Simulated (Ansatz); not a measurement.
# CdH₂O₂: up Jacob's ladder to CCSD(T)

The task here is to estimate one member of a computed series from the others.

The runs use Ansatz 0.2.0, Gaussian basis; functionals in def2-TZVPP, the program's frozen cores in correlated methods.

Levels to be run: LDA (SPW92), PBE-D4, revPBE-D4, BLYP-D4, r2SCAN-D4, B97M-V, PBE0-D4, B3LYP-D4, r2SCANh-D4, r2SCAN0-D4, HSE06-D4, BHLYP-D4, CAM-B3LYP-D4, LC-ωPBE, ωB97X-V, ωB97M-V, B2PLYP, PBE-QIDH; CCSD(T)/def2-SVP; CCSD(T)/def2-TZVPP; MP2/def2-QZVPP; extrapolation to the limit; RPA on PBE.

## The geometry

The geometry comes from an earlier relaxation with PBE0-D4 in a triple-zeta def2 set; it is a stationary point. Cd takes the def2 core potential; no spin-orbit term is included.

SMILES `[OH][Cd][OH]`, 5 atoms, charge 0, spin multiplicity 1.

Atoms are counted from 1 here; the program's logs count them from 0.

Bond lengths: O1–Cd2 1.958 Å, O1–H4 0.960 Å, Cd2–O3 1.958 Å, O3–H5 0.960 Å. Angles: Cd2–O1–H4 112.4°, O1–Cd2–O3 174.8°, Cd2–O3–H5 112.4°.

Set-up of the first run:

Input file in.yaml:

```yaml
crystal:
  periodic: [false, false, false]
  atoms:
    - {symbol: O, position_ang: [-1.837212, 0.258631, -0.673117]}
    - {symbol: Cd, position_ang: [0.039854, 0.017761, -0.172395]}
    - {symbol: O, position_ang: [1.956725, -0.205345, 0.156160]}
    - {symbol: H, position_ang: [-2.416649, -0.364946, -0.229540]}
    - {symbol: H, position_ang: [2.257282, 0.293909, 0.918892]}
basis:
  gaussian: {orbitals: def2-TZVPP}
hamiltonian: {xc: lda}
output: {orbitals: {seedname: orbitals}}
```

Run with:

```console
ansatz run in.yaml --threads 4 --pin off --events-out ev --progress --plain --max-ram 10444MiB
```

Among the steps run: LDA; PBE-D4 (GGA); revPBE-D4 (GGA); BLYP-D4 (GGA); r2SCAN-D4 (meta-GGA); B97M-V (meta-GGA); PBE0-D4 (hybrid); B3LYP-D4 (hybrid); r2SCANh-D4 (hybrid); r2SCAN0-D4 (hybrid); HSE06-D4 (hybrid); BHLYP-D4 (hybrid); CAM-B3LYP-D4 (range-separated); LC-ωPBE (range-separated); ωB97X-V (range-separated); ωB97M-V (range-separated); B2PLYP (double hybrid); PBE-QIDH (double hybrid).

One table of the session follows, with a row left open; its other results are not shown here.

It belongs to the step «Orbital energies across the functionals». 

| functional | HOMO (eV) | LUMO (eV) | gap (eV) |
| --- | --- | --- | --- |
| LDA (SPW92) | -6.76 | -2.56 | 4.20 |
| PBE-D4 | ? | ? | ? |
| revPBE-D4 | -6.40 | -2.19 | 4.21 |
| BLYP-D4 | -6.42 | -2.31 | 4.11 |
| r2SCAN-D4 | -6.81 | -2.01 | 4.79 |
| B97M-V | -6.86 | -2.19 | 4.67 |
| PBE0-D4 | -8.11 | -1.41 | 6.71 |
| B3LYP-D4 | -7.88 | -1.77 | 6.11 |
| r2SCANh-D4 | -7.42 | -1.70 | 5.73 |
| r2SCAN0-D4 | -8.36 | -1.24 | 7.12 |
| HSE06-D4 | -7.70 | -1.78 | 5.93 |
| BHLYP-D4 | -9.72 | -0.71 | 9.01 |
| CAM-B3LYP-D4 | -9.65 | -0.58 | 9.07 |
| LC-ωPBE | -10.97 | 0.73 | 11.70 |
| ωB97X-V | -10.62 | 0.55 | 11.17 |
| ωB97M-V | -10.58 | 0.27 | 10.85 |

Estimate the missing values for PBE-D4.

As computed: HOMO (eV): -6.49; LUMO (eV): -2.30; gap (eV): 4.20. In the column «HOMO (eV)» it lies between LDA (SPW92) (-6.76) and BLYP-D4 (-6.42).
